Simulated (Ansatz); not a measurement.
Task: a scan of the energy under strain of NaSiO3, space group Pm-3m, with Ansatz's Python interface. Give the script and its output. Level of theory (first run): PBEsol, PAW, cutoff 470 eV, 10×10×10 k-points, cold smearing of 0.05 eV, D3BJ dispersion.

```
Na Si O
1.0
     3.56125    0.00000    0.00000
     0.00000    3.56125    0.00000
     0.00000    0.00000    3.56125
Na Si O
1 1 3
Direct
  0.00000 0.00000 0.00000
  0.50000 0.50000 0.50000
  0.50000 0.50000 0.00000
  0.50000 0.00000 0.50000
  0.00000 0.50000 0.50000
```

The script, `run_strain.py`:
```python
"""A shear strain scan of NaSiO3."""

import ansatz as az
import numpy as np

vectors0 = np.array([
    [3.561251, 0.0, 0.0],
    [0.0, 3.561251, 0.0],
    [0.0, 0.0, 3.561251],
])
sites = [
    ("Na", (0.0, 0.0, 0.0)),
    ("Si", (0.5, 0.5, 0.5)),
    ("O", (0.5, 0.5, 0.0)),
    ("O", (0.5, 0.0, 0.5)),
    ("O", (0.0, 0.5, 0.5)),
]


def build(cell):
    crystal = az.Crystal(lattice=az.Lattice.of(cell))
    for symbol, position in sites:
        crystal = crystal.atom(symbol, position)
    return crystal

# clamped ions: the fractional positions stay as typed
values = np.linspace(-0.02, 0.02, 5)
energies = []
for d in values:
    strain = np.array([[0, d / 2, 0], [d / 2, 0, 0], [0, 0, 0]])
    cell = vectors0 @ (np.eye(3) + strain)
    setup = (
        build(cell).calculation()
        .functional(az.Functional.PBESOL, dispersion="d3bj")
        .basis(470)
        .occupations("cold", width=0.05)
        .kpoints(10, 10, 10)
        .stress()
    )
    data = setup.run(threads=1, pin="off").report
    energies.append(data["free_energy_ev"] / len(sites))
    s = data["stress_gpa"]
    print(f"d = {d:+.4f}  stress xx yy zz xy (GPa, compression positive): {s[0][0]:8.3f} {s[1][1]:8.3f} {s[2][2]:8.3f} {s[0][1]:8.3f}")
energies = np.array(energies)

for value, e in zip(values, energies):
    print(f"strain {value:7.3f}   E - Emin = {1000 * (e - energies.min()):9.3f} meV/atom")
np.savetxt("strain.csv", np.column_stack([values, energies]), fmt="%.6f", delimiter=",", header="strain,energy_eV_per_atom")
curvature = 2 * np.polyfit(values, energies, 3)[1]
volume = abs(np.linalg.det(vectors0)) / len(sites)
print(f"d2E/dd2 over the volume: {curvature / volume * 160.21766:.1f} GPa")
```

Running `python run_strain.py` prints:
```text
d = -0.0200  stress xx yy zz xy (GPa, compression positive):   -8.590   -8.590   -8.616    2.311
d = -0.0100  stress xx yy zz xy (GPa, compression positive):   -8.613   -8.613   -8.620    1.153
d = +0.0000  stress xx yy zz xy (GPa, compression positive):   -8.620   -8.620   -8.620    0.000
d = +0.0100  stress xx yy zz xy (GPa, compression positive):   -8.613   -8.613   -8.620   -1.153
d = +0.0200  stress xx yy zz xy (GPa, compression positive):   -8.590   -8.590   -8.616   -2.311
strain  -0.020   E - Emin =     1.254 meV/atom
strain  -0.010   E - Emin =     0.312 meV/atom
strain   0.000   E - Emin =     0.000 meV/atom
strain   0.010   E - Emin =     0.312 meV/atom
strain   0.020   E - Emin =     1.254 meV/atom
d2E/dd2 over the volume: 111.3 GPa
```

File `strain.csv` afterwards:
```csv
# strain,energy_eV_per_atom
-0.020000,-756.678412
-0.010000,-756.679353
0.000000,-756.679665
0.010000,-756.679353
0.020000,-756.678412
```

Against the unstrained cell the energy per atom changes by +1.25 meV at one end of the scan and +1.25 meV at the other, and its second derivative over the volume is 111.3 GPa.

Notes:
- Total energies depend on the potentials; only differences at equal settings carry meaning.
- The cell holds an odd number of electrons and is run without spin, so a magnetic state may lie lower.
- Dispersion corrections can be off by several per cent in the lattices of metals, and by several GPa in the pressure at a fixed cell.
- The curvature belongs to this strain pattern and to the cell's stress; it equals a single elastic constant only for simple patterns.
- In a metal a curvature from energy changes of a few meV or less hangs on mesh and smearing, in size and even in sign.
- At these settings the cell as given stands under about -9 GPa, so it isn't at this functional's equilibrium volume.
- This cell is a computed structure, which may not be the phase found in nature.
- The ions keep their fractional positions (clamped ions).
- Run time: 50 s on 1 thread of Arm Neoverse V1, with other jobs on the host, peak memory 0.49 GiB.
